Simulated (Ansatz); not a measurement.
# CH8BGaSSn: the cost of one run

Computed with Ansatz 0.2.0, Gaussian basis. Level: the settings change from run to run.

## 1. The molecule

An earlier PBE0-D4 in a triple-zeta def2 set relaxation fixed the geometry. Sn takes a core potential in def2 sets; no spin-orbit term is included.

13 atoms, charge 0, spin multiplicity 1.

Atoms are counted from 1 here; the program's logs count them from 0.

Bond lengths: C1–B2 1.560 Å, C1–H6 1.096 Å, C1–H7 1.092 Å, C1–H8 1.096 Å, B2–Sn3 2.257 Å, B2–S4 1.757 Å, Sn3–H9 1.710 Å, Sn3–H10 1.809 Å, Sn3–H11 1.710 Å, S4–Ga5 2.316 Å, Ga5–H12 1.564 Å, Ga5–H13 1.564 Å. Angles: B2–C1–H6 110.5°, B2–C1–H7 113.1°, B2–C1–H8 110.6°, H6–C1–H7 108.3°, H6–C1–H8 105.7°, H7–C1–H8 108.3°, C1–B2–Sn3 123.0°, C1–B2–S4 123.9°, Sn3–B2–S4 113.1°, B2–Sn3–H9 122.4°, B2–Sn3–H10 98.2°, B2–Sn3–H11 122.4°, H9–Sn3–H10 100.2°, H9–Sn3–H11 107.1°, H10–Sn3–H11 100.2°, B2–S4–Ga5 104.6°, S4–Ga5–H12 112.9°, S4–Ga5–H13 112.8° and more.

## 2. r2SCAN0/def2-SVPD

Set apart from the defaults: atoms shaken by 0.15 Å.

File in.yaml:

```yaml
crystal:
  periodic: [false, false, false]
  atoms:
    - {symbol: C, position_ang: [-1.975788, 0.452284, 1.298770]}
    - {symbol: B, position_ang: [-0.850203, 0.090852, 0.273431]}
    - {symbol: Sn, position_ang: [1.220338, 0.227807, 0.657768]}
    - {symbol: S, position_ang: [-1.171717, -0.720737, -1.117636]}
    - {symbol: Ga, position_ang: [0.768359, -0.690070, -2.394842]}
    - {symbol: H, position_ang: [-1.891597, 1.423840, 1.970157]}
    - {symbol: H, position_ang: [-3.396723, 0.102559, 0.885610]}
    - {symbol: H, position_ang: [-1.770094, -0.000822, 2.400459]}
    - {symbol: H, position_ang: [1.958409, 1.999890, 0.780109]}
    - {symbol: H, position_ang: [1.933342, -0.290336, -0.940692]}
    - {symbol: H, position_ang: [2.352688, -0.736345, 1.636121]}
    - {symbol: H, position_ang: [1.306032, -2.358684, -2.121429]}
    - {symbol: H, position_ang: [1.247209, 0.098836, -3.436222]}
basis:
  gaussian: {orbitals: def2-SVPD}
hamiltonian: {xc: {name: r2SCAN0}}
output: {forces: true}
```

Run with:

```bash
$ ansatz run in.yaml --threads 4 --pin off --events-out ev --progress --plain --max-ram 10444MiB
```

Q: Estimate wall time and peak memory on 4 threads of Arm Neoverse V2, shared host.

About 11 s, with a peak of 0.79 GiB.
